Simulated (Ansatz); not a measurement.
# C8H10O2S: small, medium and large basis sets

An exercise on one series of results from a longer session: the logs are not shown, and one member is left open.

Program: Ansatz 0.2.0, Gaussian basis. Level of theory: one geometry, several basis sets. These are calculated values, not measurements.

Plan: PBE0-D4/def2-SVP; ωB97M-V/def2-SVP; PBE0-D4/def2-QZVPP; ωB97M-V/def2-QZVPP; the functionals' def2-TZVPP values are taken from earlier runs.

### Structure used throughout

All runs share one geometry, relaxed beforehand with PBE0-D4 in a triple-zeta def2 set.

21 atoms, charge 0, spin multiplicity 1.

Atoms are counted from 1 here; the program's logs count them from 0.

Bond lengths: C1–C2 1.497 Å, C1–H12 1.091 Å, C1–H13 1.094 Å, C1–H14 1.091 Å, C2–C3 1.393 Å, C2–C11 1.393 Å, C3–C4 1.384 Å, C3–H15 1.085 Å, C4–C5 1.387 Å, C4–H16 1.083 Å, C5–S6 1.765 Å, C5–C10 1.387 Å, S6–C7 1.771 Å, S6–O8 1.437 Å, S6–O9 1.437 Å, C7–H17 1.089 Å, C7–H18 1.089 Å, C7–H19 1.091 Å and more. Angles: C2–C1–H12 111.4°, C2–C1–H13 110.5°, C2–C1–H14 111.4°, H12–C1–H13 107.4°, H12–C1–H14 108.4°, H13–C1–H14 107.4°, C1–C2–C3 120.7°, C1–C2–C11 120.7°, C3–C2–C11 118.6°, C2–C3–C4 121.1°, C2–C3–H15 119.4°, C4–C3–H15 119.5°, C3–C4–C5 119.2°, C3–C4–H16 121.2°, C5–C4–H16 119.6°, C4–C5–S6 119.6°, C4–C5–C10 120.9°, S6–C5–C10 119.6° and more.

The first run:

Input file in.yaml:

```yaml
crystal:
  periodic: [false, false, false]
  atoms:
    - {symbol: C, position_ang: [2.613725, -2.146883, -0.861094]}
    - {symbol: C, position_ang: [1.572069, -1.148168, -0.464072]}
    - {symbol: C, position_ang: [1.110714, -1.085012, 0.848968]}
    - {symbol: C, position_ang: [0.171981, -0.143245, 1.231615]}
    - {symbol: C, position_ang: [-0.317009, 0.747184, 0.287628]}
    - {symbol: S, position_ang: [-1.521019, 1.946734, 0.763540]}
    - {symbol: C, position_ang: [-3.063676, 1.121811, 0.484443]}
    - {symbol: O, position_ang: [-1.446471, 3.046754, -0.158764]}
    - {symbol: O, position_ang: [-1.399009, 2.167068, 2.178746]}
    - {symbol: C, position_ang: [0.128771, 0.708667, -1.024945]}
    - {symbol: C, position_ang: [1.067869, -0.239105, -1.391579]}
    - {symbol: H, position_ang: [2.549609, -3.052054, -0.255141]}
    - {symbol: H, position_ang: [3.616473, -1.730677, -0.723327]}
    - {symbol: H, position_ang: [2.517667, -2.426915, -1.911320]}
    - {symbol: H, position_ang: [1.499283, -1.781335, 1.584490]}
    - {symbol: H, position_ang: [-0.171199, -0.078653, 2.257109]}
    - {symbol: H, position_ang: [-3.115814, 0.233507, 1.112038]}
    - {symbol: H, position_ang: [-3.149816, 0.866337, -0.570543]}
    - {symbol: H, position_ang: [-3.839137, 1.834609, 0.768213]}
    - {symbol: H, position_ang: [-0.247784, 1.430304, -1.739802]}
    - {symbol: H, position_ang: [1.422782, -0.270929, -2.416210]}
basis:
  gaussian: {orbitals: def2-SVP}
hamiltonian: {xc: pbe0, dispersion: d4}
output: {orbitals: {seedname: orbitals}}
```

On the command line:

```bash
> ansatz run in.yaml --threads 4 --pin off --events-out ev --progress --plain --max-ram 66560MiB --backend cpu
```

Steps of the session up to this table: PBE0-D4 in def2-SVP; ωB97M-V in def2-SVP; PBE0-D4 in def2-QZVPP; ωB97M-V in def2-QZVPP.

One table of the session follows, with a row left open; its other results are not shown here.

It belongs to the step «Functionals by basis». 

| functional | basis | HOMO (eV) |
| --- | --- | --- |
| PBE0-D4 | def2-SVP | ? |
| PBE0-D4 | def2-TZVPP | -7.67 |
| PBE0-D4 | def2-QZVPP | -7.69 |
| ωB97M-V | def2-SVP | -9.72 |
| ωB97M-V | def2-TZVPP | -9.75 |
| ωB97M-V | def2-QZVPP | -9.76 |

Estimate the missing values for PBE0-D4, def2-SVP.

The run gave: HOMO (eV): -7.65. In the column «HOMO (eV)» it is the highest.
